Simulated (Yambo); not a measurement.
**Os: optical spectrum with PBE**

Os:

```
CELL_PARAMETERS angstrom
2.73410 0.00000 0.00000
-1.36705 2.36780 0.00000
0.00000 0.00000 4.31970
ATOMIC_POSITIONS crystal
Os 0.66667 0.33333 0.75000
Os 0.33333 0.66667 0.25000
```

* Program: Yambo 5.3.0
* Task: optical spectrum
* Functional: PBE
* Potentials or basis: PseudoDojo 0.4.1 SR PBE standard
* Cutoff: 1007 eV
* Density cutoff: 4027 eV
* k mesh: 3 × 3 × 4
* Occupations: fermi-dirac, width 0.05 eV
* Spin: no spin polarisation
* k mesh of the self-consistent run: 12 × 12 × 6
* Direction of the field or of q to 0: x
* Broadening: 0.1 eV
* Kernel: Hartree (RPA with local fields)
* Top of the energy range: 20 eV
* Energy points: 200
* Correction of the levels: none
* Bands in the response: 41
* Cutoff of the response matrix: 3 Ry

The band gap on the k mesh, mean-field level is none (metal or under the smearing width).

Dielectric function (along the field direction of the input):
```tsv
energy (eV)	real part	imaginary part
0.70	-138.25	305.39
1.71	33.70	108.67
2.71	28.82	65.54
3.72	-83.94	81.82
4.72	-22.36	10.65
5.73	-22.63	5.10
6.73	-12.81	5.05
7.74	-8.18	5.70
8.74	-4.75	1.53
9.75	-3.40	7.61
10.85	-5.03	9.40
11.86	-1.95	4.44
12.86	-2.42	8.67
13.87	-0.54	3.07
14.87	-2.59	3.12
15.88	-1.22	3.98
16.88	-1.39	2.02
17.89	-6.79	5.92
18.89	-0.52	2.62
20.00	-3.15	2.28
```

It took 97 s on 1 thread of Arm Neoverse V1, on a shared host.

Caveat: the k mesh is coarse (spacing up to 0.88 Å⁻¹), so the values aren't converged; the intraband (Drude) term of the metal is left out; spectra need much finer meshes, so this one isn't converged; these spectra lack excitons. Spin-orbit coupling is left out, which matters for the levels of Os.
